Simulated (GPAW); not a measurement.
Runs of GPAW 26.7.0 on LiBe. Symmetry: Pm-3m, No. 221, cubic system. Conventional cell: a = 2.811 Å, b = 2.811 Å, c = 2.811 Å, α = 90.00°, β = 90.00°, γ = 90.00°. Around Be (site symmetry m-3m) lie 8 Li at 2.43 Å. Li (site symmetry m-3m) is surrounded by 8 Be at 2.43 Å. The cell comes from a database or a generator and needn't be the stable form of this composition.

| task | level | potentials or basis | cell | smearing | smearing order | band path | band points | k mesh for the DOS | dos width | gap on the mesh (eV) | pressure (GPa) |
| --- | --- | --- | --- | --- | --- | --- | --- | --- | --- | --- | --- |
| single point | LDA | the program's PAW data sets (release 1.2.1) made for this functional, pw | as given | gaussian 0.02 eV | - | - | - | - | - | none | -1.9 |
| single point | PBE | GPAW PAW data sets (gpaw-data 1.2.1), pw | as given | fermi-dirac 0.05 eV | - | - | - | - | - | none | 1.1 |
| single point | RPBE | the program's PAW data sets (release 1.2.1) made for this functional, pw | as given | gaussian 0.02 eV | - | - | - | - | - | none | 3.0 |
| band structure | RPBE | the program's PAW data sets (release 1.2.1) made for this functional, pw | as given | methfessel-paxton 0.1 eV | 1 | GXMGRX,MR | 60 | - | - | - | 3.0 |
| single point | RPBE | the program's PAW data sets (release 1.2.1) made for this functional, pw | as given | gaussian 0.1 eV | - | - | - | - | - | none | 3.0 |
| density of states | PBEsol+D3(BJ) | PAW data sets generated in the run's folder for this functional, pw | atoms moved at random, drawn with an rms of 0.02 Å | methfessel-paxton 0.2 eV | 1 | - | - | 13 × 13 × 13 | 0 eV | none | (a) |

Alike in all rows: no spin polarisation; k mesh 9 × 9 × 9; cutoff (eV) 800.

Task: Fill in the values left out.

Result: (a) -3.4.

Caveats: this smearing can pin the Fermi level at a band edge (some runs); pairwise dispersion overbinds metals, which lowers pressure and volume (some runs).

A k mesh can miss the band edges.

A gap of «none» marks a metal or a gap under the smearing width.

Not every run made on this cell is shown here.
